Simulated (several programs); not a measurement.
Ga₃BAs₄ (ordering on zincblende) from semi-empirical methods to plane-wave DFT

An ordered 8-atom cell of Ga₃BAs₄ on the zincblende lattice (P-43m), relaxed with r2SCAN in Ansatz, was computed with several methods. Space group P-43m (No. 215), cubic; a = 5.450 Å in the conventional setting, 20.24 Å³ an atom. B has 4 As at 2.16 Å; As has 1 B at 2.16 Å and 3 Ga at 2.43 Å; Ga has 4 As at 2.43 Å. All values are calculated for a non-magnetic cell, which may be hypothetical.

```cif
data_structure
_symmetry_space_group_name_H-M 'P 1'
_symmetry_Int_Tables_number 1
_cell_length_a 5.4503
_cell_length_b 5.4503
_cell_length_c 5.4503
_cell_angle_alpha 90.000
_cell_angle_beta 90.000
_cell_angle_gamma 90.000
_cell_volume 161.90
loop_
_atom_site_label
_atom_site_type_symbol
_atom_site_fract_x
_atom_site_fract_y
_atom_site_fract_z
_atom_site_occupancy
B1 B 0.00000 0.00000 0.00000 1
As1 As 0.22906 0.22906 0.22906 1
Ga1 Ga 0.50000 0.50000 0.00000 1
As2 As 0.77094 0.77094 0.22906 1
Ga2 Ga 0.50000 0.00000 0.50000 1
As3 As 0.77094 0.22906 0.77094 1
Ga3 Ga 0.00000 0.50000 0.50000 1
As4 As 0.22906 0.77094 0.77094 1
```

Gaps and times are for a single point on this cell; volume and bulk modulus come from each method's own relaxation or energy curve at fixed shape, which is too stiff where a cell has free coordinates or axes. Times are rough, from shared hosts (Arm Neoverse V1; Intel Xeon 6975P-C), and each method has its own mesh and cell size. A dagger marks a closed or tiny gap in a crystal that DFT finds insulating: a failure of the method or a wrong SCF state. A double dagger marks a value from a curve with shape and coordinates held. PM6 (MOPAC), PM7 (MOPAC), GFN1-xTB (tblite), GFN2-xTB (tblite) treat a cluster of cells at its zone centre, which samples few k points: where these miss a band edge, the gap comes out too large for that reason alone. Gaps from k meshes are read at a limited set of points (mesh, symmetry points, PBE's band edges), so each method's own least gap may be somewhat smaller. xTB and the PM methods were fitted mostly to molecules, and can miss a solid's gap by electronvolts. Minimal bases can be far off for gaps. Times of the plane-wave rungs are withheld (a dash), since they come from other jobs, hosts and meshes; the meshes of hybrids and Hartree-Fock don't converge their gaps to the digits shown. GLLB-SC's gap includes the derivative discontinuity. d marks a direct gap, i an indirect one (no mark: not told apart), a dash a value that wasn't computed or didn't pass its checks.

| method | kind | gap (eV) | own volume (Å³/atom) | bulk modulus (GPa) | atoms computed | processor time |
| --- | --- | --- | --- | --- | --- | --- |
| light PBE (260 eV, its own mesh) | light plane-wave | 0.56 i | – | – | 8 | 3.1 s |
| GFN1-xTB (tblite) | tight binding | 0.13† | – | – | cluster | 5.6 s |
| GFN2-xTB (tblite) | tight binding | 1.86 | – | – | cluster | 6.3 s |
| PM6 (MOPAC) | semi-empirical | 2.39 | – | – | cluster | 11 s |
| PM7 (MOPAC) | semi-empirical | 5.05 | 19.82‡ | 147‡ | cluster | 11 s |
| PBE/SZV (CP2K) | small basis | 1.39 d | 21.80‡ | 84‡ | 8 | 12 s |
| PBE | semilocal | 0.59 i | 20.92 | 73‡ | 8 | – |
| GLLB-SC (GPAW) | model potential | 0.95 | – | – | 8 | 32 s |
| PBE/DZVP (CP2K) | small basis | 0.58 i | 21.16‡ | 81‡ | 8 | 46 s |
| r2SCAN | semilocal | 0.80 i | 20.24 | 84‡ | 8 | – |
| PBE+SOC | semilocal | 0.48 i | – | – | 8 | – |
| PBE0 | hybrid | 1.82 i | – | – | 8 | – |
| HSE06 | hybrid | 1.20 i | – | – | 8 | – |

Against HSE06 (1.20 eV) and with closed or daggered gaps left aside, the nearest gap at the points sampled is that of PBE/SZV (CP2K) (+0.20 eV) and the farthest that of PM7 (MOPAC) (+3.86 eV). HSE06 is only a yardstick of convenience, and nearness to it can be luck.

Volumes against r2SCAN's: PBE +3.4 %.

Only the rows marked +SOC include spin-orbit coupling.
